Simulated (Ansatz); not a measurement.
# CH8OSi2: the cost of one run

Method: RKS PBE-D4/cc-pVDZ, in Ansatz 0.2.0.

## (1) The starting structure

Bond lengths: Si1–C2 1.870 Å, C2–H3 1.110 Å, C2–H4 1.110 Å, C2–H5 1.110 Å, Si1–O6 1.680 Å, O6–Si7 1.680 Å, Si7–H8 1.460 Å, Si7–H9 1.460 Å, Si7–H10 1.460 Å, Si1–H11 1.459 Å, Si1–H12 1.459 Å. Angles (14 of 19 angles, heavy atoms first): C2–Si1–O6 109.4°, Si1–O6–Si7 125.0°, Si1–C2–H3 109.5°, Si1–C2–H4 109.5°, Si1–C2–H5 109.5°, C2–Si1–H11 109.5°, C2–Si1–H12 109.5°, O6–Si1–H11 109.5°, O6–Si1–H12 109.5°, O6–Si7–H8 109.5°, O6–Si7–H9 109.5°, O6–Si7–H10 109.5°, H3–C2–H4 109.4°, H3–C2–H5 109.4°.

Structure file:

```xyz
12

Si    0.0000    0.0000    0.0000
C     0.0000    0.0000    1.8700
H    -0.9996   -0.3092    2.2405
H     0.7676   -0.7111    2.2405
H     0.2320    1.0203    2.2405
O     1.5842    0.0000   -0.5594
Si    2.4906   -1.3762   -0.8866
H     1.6598   -2.3521   -1.5857
H     3.6318   -1.0202   -1.7249
H     2.9691   -1.9538    0.3660
H    -0.6877    1.1914   -0.4862
H    -0.6877   -1.1914   -0.4862
```

## (2) Relaxing the start

Contents of input.yaml:

```yaml
crystal:
  periodic: [false, false, false]
  atoms:
    - { symbol: Si, position_ang: [0.0, 0.0, 0.0] }
    - { symbol: C, position_ang: [0.0, 0.0, 1.87] }
    - { symbol: H, position_ang: [-0.9996, -0.3092, 2.2405] }
    - { symbol: H, position_ang: [0.7676, -0.7111, 2.2405] }
    - { symbol: H, position_ang: [0.232, 1.0203, 2.2405] }
    - { symbol: O, position_ang: [1.5842, 0.0, -0.5594] }
    - { symbol: Si, position_ang: [2.4906, -1.3762, -0.8866] }
    - { symbol: H, position_ang: [1.6598, -2.3521, -1.5857] }
    - { symbol: H, position_ang: [3.6318, -1.0202, -1.7249] }
    - { symbol: H, position_ang: [2.9691, -1.9538, 0.366] }
    - { symbol: H, position_ang: [-0.6877, 1.1914, -0.4862] }
    - { symbol: H, position_ang: [-0.6877, -1.1914, -0.4862] }
basis:
  gaussian: { orbitals: cc-pVDZ }
hamiltonian:
  xc: pbe
  dispersion: d4
relax:
  f_tol: 0.02
  max_steps: 40
```

Started as:

```console
$ ansatz run input.yaml --threads 2 --pin off --max-ram 3072MiB --backend cpu --events-out ev --progress --plain --runs-dir out
```

Q: Estimate wall time and peak memory on 2 threads of Arm Neoverse V2, shared host.

About 22 s, with a peak of 0.15 GiB.
